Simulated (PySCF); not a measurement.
# NbH2ClO3 (SMILES [O]=[Nb]([OH])([OH])[Cl]) at 6 levels

Aim: a comparison of 6 runs (HF/STO-3G, HF/def2-SVP, PBE/STO-3G, BP86/3-21G, PBE0/def2-SVP, wB97X/def2-SVPD) of NbH2ClO3. 

The calculation is run with PySCF 2.14.0.

1 further run of the same task is left out (set aside as unsound or not needed).

**1. Starting point**

NbH2ClO3 has 7 atoms, charge 0, and is taken as a singlet. As SMILES, `[O]=[Nb]([OH])([OH])[Cl]`. The shape is that of a PBE0-D4/def2-TZVP optimisation. This is one conformer, not always the lowest.

Bond lengths: O1–Nb2 1.689 Å, Nb2–O3 1.886 Å, Nb2–O4 1.886 Å, Nb2–Cl5 2.309 Å, O3–H6 0.959 Å, O4–H7 0.959 Å. Angles: O1–Nb2–O3 108.5°, O1–Nb2–O4 108.5°, O1–Nb2–Cl5 108.6°, O3–Nb2–O4 109.7°, O3–Nb2–Cl5 110.7°, O4–Nb2–Cl5 110.7°, Nb2–O3–H6 129.8°, Nb2–O4–H7 129.8°.

**2. Energy and forces at HF/STO-3G (run 1)**

The input, start.xyz:

```xyz
7
ClH2NbO3
O     -1.235200    -1.270000     0.156300
Nb    -0.270800     0.114900     0.079000
O      1.156100    -0.082700     1.296200
O      0.405500     0.274400    -1.674200
Cl    -1.564700     1.947100     0.626300
H      1.337000    -0.788300     1.919800
H      0.233500    -0.263300    -2.449200
```

The input, input.py:

```python
# [O]=[Nb]([OH])([OH])[Cl]
from pyscf import gto, scf

mol = gto.Mole()
mol.atom = 'start.xyz'
mol.verbose = 4
mol.charge = 0
mol.basis = 'sto-3g'
mol.spin = 0
mol.max_memory = 1860
mol.build()

mf = scf.RHF(mol)
mf.conv_tol = 1e-10
mf.kernel()
if not mf.converged:
    mf = mf.newton().run(mf.mo_coeff, mf.mo_occ)

energy = mf.e_tot
print('Final energy', energy)
grad = mf.nuc_grad_method().kernel()
dip = mf.dip_moment()
pop, q = mf.mulliken_pop()
```

Launch:

```console
$ OMP_NUM_THREADS=1 python input.py
```

The log of the run:

```text
PySCF version 2.14.0

[... 67 lines left out ...]
converged SCF energy = -4393.5742545195
Final energy -4393.574254519502
[... 13 lines left out ...]
Dipole moment(X, Y, Z, Debye):  2.18251, -2.91560, -0.90220
[... 61 lines left out ...]
charge of    6H =      0.21352
```

It took 6 s on 1 thread of Intel Xeon at 2.70GHz, shared host; peak memory 0.12 GiB.

**3. Energy and forces at HF/def2-SVP (core potential) (run 2)**

The input, run.py:

```python
from pyscf import gto

mol = gto.M(
    atom='''
O     -1.235200    -1.270000     0.156300
Nb    -0.270800     0.114900     0.079000
O      1.156100    -0.082700     1.296200
O      0.405500     0.274400    -1.674200
Cl    -1.564700     1.947100     0.626300
H      1.337000    -0.788300     1.919800
H      0.233500    -0.263300    -2.449200
''',
    verbose=4,
    basis='def2-svp',
    ecp={'Nb': 'def2-svp'},
    max_memory=1860,
)

myscf = mol.RHF()
myscf.conv_tol = 1e-10
myscf.kernel()
if not myscf.converged:
    myscf = myscf.newton().run(myscf.mo_coeff, myscf.mo_occ)

energy = myscf.e_tot
print('E(%s) = %.9f' % ('HF', energy))
grad = myscf.nuc_grad_method().kernel()
myscf.analyze()
```

Launch:

```console
$ OMP_NUM_THREADS=1 python run.py
```

The log of the run:

```text
PySCF version 2.14.0

[... 96 lines left out ...]
MO #6   energy= -8.02844561792877  occ= 2
[... 18 lines left out ...]
MO #25  energy= -0.519794506104657 occ= 2
[... 18 lines left out ...]
MO #44  energy= 0.429238828135452  occ= 0
[... 18 lines left out ...]
MO #63  energy= 1.31178556230341   occ= 0
[... 18 lines left out ...]
MO #82  energy= 1.91549623964749   occ= 0
[... 18 lines left out ...]
MO #101 energy= 36.734804902858    occ= 0
[... 111 lines left out ...]
Dipole moment(X, Y, Z, Debye):  1.91529, -1.30886, -0.64138
```

Run time: 16 s. Hardware: 1 thread of Intel Xeon at 2.70GHz, shared host; peak memory 0.22 GiB.

Runs 3 to 5 aren't shown in full; the table further down has their settings and results.

**4. Energy and gradient at wB97X/def2-SVPD (core potential) (run 6)**

The input, calc.py:

```python
from pyscf import gto, dft

mol = gto.M(
    atom=[
    ('O', (-1.235200, -1.270000, 0.156300)),
    ('Nb', (-0.270800, 0.114900, 0.079000)),
    ('O', (1.156100, -0.082700, 1.296200)),
    ('O', (0.405500, 0.274400, -1.674200)),
    ('Cl', (-1.564700, 1.947100, 0.626300)),
    ('H', (1.337000, -0.788300, 1.919800)),
    ('H', (0.233500, -0.263300, -2.449200)),
],
    charge=0,
    ecp={'Nb': 'def2-svp'},
    max_memory=1860,
    basis='def2-svpd',
    verbose=4,
)

myscf = dft.RKS(mol)
myscf.xc = 'wb97x'
myscf.conv_tol = 1e-10
myscf.grids.level = 5
myscf.kernel()
if not myscf.converged:
    myscf = myscf.newton().run(myscf.mo_coeff, myscf.mo_occ)

etot = myscf.e_tot
print('Final energy', etot)
grad = myscf.nuc_grad_method().kernel()
dip = myscf.dip_moment()
pop, q = myscf.mulliken_pop()
```

Launch:

```console
$ OMP_NUM_THREADS=1 python calc.py
```

The log of the run:

```text
PySCF version 2.14.0

[... 80 lines left out ...]
converged SCF energy = -743.932690219918
Final energy -743.9326902199184
[... 14 lines left out ...]
Dipole moment(X, Y, Z, Debye):  1.88304, -1.44514, -0.64957
[... 154 lines left out ...]
charge of    6H =      0.14004
```

It took 3.3 min on 1 thread of Intel Xeon at 2.70GHz, shared host; peak memory 1.7 GiB.

**5. All runs side by side**

```csv
run,level,core potential,integration grid,energy (Eh),dipole moment (D),HOMO energy (eV),LUMO energy (eV),wall time
1,HF/STO-3G,–,–,-4393.574255,3.75,-9.64,5.62,6 s
2,HF/def2-SVP (core potential),def2-svp,–,-741.504040,2.41,-12.61,1.86,16 s
3,PBE/STO-3G,–,5,-4396.103157,4.08,-4.09,1.50,29 s
4,BP86/3-21G,–,5,-4422.156197,3.84,-7.48,-2.65,33 s
5,PBE0/def2-SVP (core potential),def2-svp,5,-743.573826,2.50,-9.04,-1.55,62 s
6,wB97X/def2-SVPD (core potential),def2-svp,5,-743.932690,2.46,-11.65,0.27,3.3 min
```

**6. Outcome**

```
                       quantity          value
            run 6: total energy  -743.93269 Eh
           run 6: dipole moment         2.46 D
             run 6: HOMO energy      -11.65 eV
             run 6: LUMO energy        0.27 eV
           run 6: HOMO–LUMO gap       11.92 eV
run 6: largest force on an atom     0.490 eV/Å
```

What this shows: The dipole moment (its size) runs from 2.41 D (HF/def2-SVP) to 4.08 D (PBE/STO-3G). The two ends differ in method and basis and core potential. The HOMO–LUMO gap runs from 4.83 eV (BP86/3-21G) to 15.26 eV (HF/STO-3G). The two ends differ in method and basis. Totals of different functionals can't be ranked against each other. Some runs of one species differ in core potentials or relativity; totals across that change don't compare. In runs 1, 3 the basis is minimal, so the values are rough. In runs 1, 3, 4 relativity is left out where basis or elements ask for it. All runs together took 5.7 min, the longest 3.3 min.
